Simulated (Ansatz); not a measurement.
**BrH₄InOSSi: basis-set convergence**

One table from this session's results is given with a row withheld; the runs are named, their logs left out.

Program: Ansatz 0.2.0, Gaussian basis. Level of theory: one geometry, several basis sets. These are calculated values, not measurements.

Levels to be run: PBE0-D4/def2-SVP; ωB97M-V/def2-SVP; PBE0-D4/def2-QZVPP; ωB97M-V/def2-QZVPP; the functionals' def2-TZVPP values are taken from earlier runs.

## The relaxed structure

The geometry comes from an earlier relaxation with PBE0-D4 in a triple-zeta def2 set; it is a stationary point, not always the lowest conformer. In takes the def2 core potential; no spin-orbit term is included.

9 atoms, charge 0, spin multiplicity 1.

Atoms are counted from 1 here; the program's logs count them from 0.

Bond lengths: Si1–O2 1.630 Å, Si1–H6 1.487 Å, Si1–H7 1.487 Å, Si1–H8 1.497 Å, O2–In3 1.969 Å, In3–S4 2.357 Å, In3–Br5 2.435 Å, S4–H9 1.346 Å. Angles: O2–Si1–H6 110.5°, O2–Si1–H7 110.5°, O2–Si1–H8 110.9°, H6–Si1–H7 109.2°, H6–Si1–H8 107.9°, H7–Si1–H8 107.9°, Si1–O2–In3 134.5°, O2–In3–S4 119.5°, O2–In3–Br5 115.1°, S4–In3–Br5 125.4°, In3–S4–H9 91.5°.

The first run:

Contents of in.yaml:

```yaml
crystal:
  periodic: [false, false, false]
  atoms:
    - {symbol: Si, position_ang: [-0.621992, -0.093500, 1.525008]}
    - {symbol: O, position_ang: [0.156426, 0.911204, 0.504601]}
    - {symbol: In, position_ang: [0.809699, 0.762414, -1.346546]}
    - {symbol: S, position_ang: [0.494178, -1.250576, -2.530507]}
    - {symbol: Br, position_ang: [1.906244, 2.754351, -2.218921]}
    - {symbol: H, position_ang: [0.196866, -0.335979, 2.742402]}
    - {symbol: H, position_ang: [-1.932708, 0.483831, 1.925038]}
    - {symbol: H, position_ang: [-0.882527, -1.417476, 0.875697]}
    - {symbol: H, position_ang: [-0.126186, -1.814270, -1.476762]}
basis:
  gaussian: {orbitals: def2-SVP}
hamiltonian: {xc: pbe0, dispersion: d4}
output: {orbitals: {seedname: orbitals}}
```

Started as:

```console
$ ansatz run in.yaml --threads 4 --pin off --events-out ev --progress --plain --max-ram 10444MiB
```

Among the steps run: PBE0-D4 in def2-SVP; ωB97M-V in def2-SVP; PBE0-D4 in def2-QZVPP; ωB97M-V in def2-QZVPP.

One of the session's tables, all rows but one given; the rest of the session is left out.

It belongs to the step «Functionals by basis». 

| functional | basis | HOMO (eV) | LUMO (eV) |
| --- | --- | --- | --- |
| PBE0-D4 | def2-SVP | -8.04 | -2.26 |
| PBE0-D4 | def2-TZVPP | -8.15 | -2.38 |
| PBE0-D4 | def2-QZVPP | -8.17 | -2.41 |
| ωB97M-V | def2-SVP | -10.21 | -0.27 |
| ωB97M-V | def2-TZVPP | ? | ? |
| ωB97M-V | def2-QZVPP | -10.38 | -0.61 |

**Question.** Estimate the row for ωB97M-V, def2-TZVPP.

**Answer.** HOMO (eV): -10.36; LUMO (eV): -0.50. In the column «HOMO (eV)» it lies between ωB97M-V, def2-QZVPP (-10.38) and ωB97M-V, def2-SVP (-10.21).
